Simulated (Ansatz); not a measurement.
Crystal: Tl2S.

```
Tl S
1.0
     4.05000    0.00000    0.00000
    -2.02500    3.50740    0.00000
     0.00000    0.00000    6.06333
Tl S
2 1
Cartesian
  2.0250 1.1691 1.6626
  0.0000 2.3383 4.4008
  0.0000 0.0000 0.0000
```

The cell comes from a database or a generator and needn't be the stable form of this composition.

| Property | Result |
| --- | --- |
| Program | Ansatz 0.2.0 |
| Task | relaxation of cell and atoms |
| Functional | revPBE |
| Potentials or basis | Ansatz PAW |
| Cutoff | 420 eV (not typed: the program's choice for these potentials) |
| k mesh | 8 × 8 × 5 |
| Occupations | fermi-dirac, width 0.05 eV |
| Spin | no spin polarisation |

At the start: volume 28.71 Å³/atom.

Task: How do energy, volume and symmetry change on relaxing?

Result: It ends after 22 steps and the volume is 46.65 Å³/atom (+62.5 %); space group P-3m1 (No. 164, to 0.05 Å).

Step by step:
```tsv
step	energy change (eV)	largest force (eV/Å)	volume (Å³)
1	0.0000	0.1912	86.13
2	-0.2178	0.0458	98.23
3	-0.2537	0.1608	106.25
4	-0.2631	0.0471	110.13
5	-0.2659	0.0119	110.34
6	-0.2699	0.0139	112.20
7	-0.2712	0.0001	112.85
8	-0.2713	0.0005	112.98
9	-0.2777	0.0012	112.98
10	-0.2802	0.0030	115.64
11	-0.2834	0.0110	119.43
12	-0.2830	0.0965	123.81
13	-0.2853	0.0007	126.65
14	-0.2855	0.0001	126.02
15	-0.2877	0.0007	126.02
16	-0.2883	0.0001	127.47
17	-0.2893	0.0058	130.88
18	-0.2904	0.0131	135.59
19	-0.2906	0.0129	140.39
20	-0.2907	0.0001	140.33
21	-0.2907	0.0002	139.94
22	-0.2924	0.0008	139.94
```

Final structure:
```
Tl S
1.0
     4.32517    0.00000    0.00000
    -2.16258    3.74570    0.00000
     0.00000    0.00000    8.63790
Tl S
2 1
Direct
  0.66667 0.33333 0.19346
  0.33333 0.66667 0.80654
  0.00000 0.00000 0.00000
```

Caveat: the volume moved by over 15 % at a fixed basis, so the end points are rough; the plane-wave basis is chosen anew once the cell has moved, so the energies of steps on either side of that aren't comparable; this functional lacks dispersion, which binds the layers, so the pressure and a relaxed spacing across them are unreliable, and here the layers came unbound; the PAW data sets come from PBE, with cores solved anew for the run's functional, which leaves a small shift of forces and pressure.
